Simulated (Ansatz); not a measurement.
# KPt12: the cost of one run

Method: DFT PBE+D3(BJ), scalar-relativistic, plane waves, PAW, in Ansatz 0.2.0.

2 further runs of the same task are left out: 2 set aside as unsound or not needed.

## (1) The system as given

The structure is trigonal, space group P3m1 (No. 156). Conventional cell: a = 2.778 Å, b = 2.778 Å, c = 23.805 Å, α = 90.00°, β = 90.00°, γ = 120.00°. Pt (site symmetry 3m) has 9 Pt at 2.78 Å as nearest neighbours. Around Pt (site symmetry 3m) lie 12 Pt at 2.77 to 2.78 Å. Around Pt (site symmetry 3m) lie 12 Pt at 2.77 to 2.80 Å. Pt (site symmetry 3m) is surrounded by 9 Pt at 2.78 to 2.80 Å.

Coordinates:

```cif
data_structure
_symmetry_space_group_name_H-M 'P3m1'
_symmetry_Int_Tables_number 156
_cell_length_a 2.7779
_cell_length_b 2.7779
_cell_length_c 23.8045
_cell_angle_alpha 90.000
_cell_angle_beta 90.000
_cell_angle_gamma 120.000
_cell_volume 159.09
loop_
_atom_site_label
_atom_site_type_symbol
_atom_site_symmetry_multiplicity
_atom_site_Wyckoff_symbol
_atom_site_fract_x
_atom_site_fract_y
_atom_site_fract_z
_atom_site_occupancy
Pt1 Pt 1 c 0.66667 0.33333 0.64293 1
Pt2 Pt 1 b 0.33333 0.66667 0.54764 1
Pt3 Pt 1 a 0.00000 0.00000 0.45270 1
Pt4 Pt 1 c 0.66667 0.33333 0.35603 1
```

Miller indices refer to the conventional cell of the relaxed bulk, Fm-3m (No. 225): a = 3.929 Å, b = 3.929 Å, c = 3.929 Å, α = 90.00°, β = 90.00°, γ = 90.00°.

This (111) slab, 6.8 Å thick as cut, with 17 Å of vacuum; its outer planes are Pt (top) and Pt (bottom), was relaxed beforehand with its lower half held: -150279.4873 eV, work function 5.70 eV (top face), 5.68 eV (bottom face).

## (2) Start: K, top (Pt)

File input.yaml:

```yaml
crystal:
  lattice:
    - [4.8115405456, 0.0, 0.0]
    - [-2.4057702728, 4.1669163438, 0.0]
    - [0.0, 0.0, 25.8045458955]
  atoms:
    - { symbol: Pt, position: [0.0, 0.3333333333, 0.329399325] }
    - { symbol: Pt, position: [0.3333333333, 0.0, 0.329399325] }
    - { symbol: Pt, position: [0.6666666667, 0.6666666667, 0.329399325] }
    - { symbol: Pt, position: [0.3333333333, 0.3333333333, 0.4172978672] }
    - { symbol: Pt, position: [0.6666666667, 0.0, 0.4172978672] }
    - { symbol: Pt, position: [0.0, 0.6666666667, 0.4172978672] }
    - { symbol: Pt, position: [0.6666666667, 0.3333333333, 0.5048849517] }
    - { symbol: Pt, position: [0.0, 0.0, 0.5048849517] }
    - { symbol: Pt, position: [0.3333333333, 0.6666666667, 0.5048849517] }
    - { symbol: Pt, position: [0.0, 0.3333333333, 0.5940586614] }
    - { symbol: Pt, position: [0.3333333333, 0.0, 0.5940586614] }
    - { symbol: Pt, position: [0.6666666667, 0.6666666667, 0.5940586614] }
    - { symbol: K, position: [0.0, 0.3333333333, 0.7258183914] }
basis:
  ecutwfc: 420
kpoints:
  mp_grid: { grid: [6, 6, 1] }
hamiltonian:
  xc: pbe
  dispersion: d3bj
scf:
  occupations: { method: gaussian, width: 0.1 }
output:
  forces: true
  eigenvalues: true
  write_density: true
  write_potential: true
  elf: true
  volumetric_format: npy
relax:
  adjacent_minimum: "off"
  f_tol: 0.03
  max_steps: 70
  constraints: [{ sites: [0, 1, 2, 3, 4, 5] }]
efield:
  axis: 3
  dipole_correction: true
```

Started as:

```bash
$ ansatz run input.yaml --threads 4 --pin off --max-ram 10240MiB --backend cpu --events-out ev --progress --plain --runs-dir out
```

**Question.** How long does this run take on 4 threads of Arm Neoverse V1, shared host, and how much memory does it need?

About 2.1 min, with a peak of 1.7 GiB.
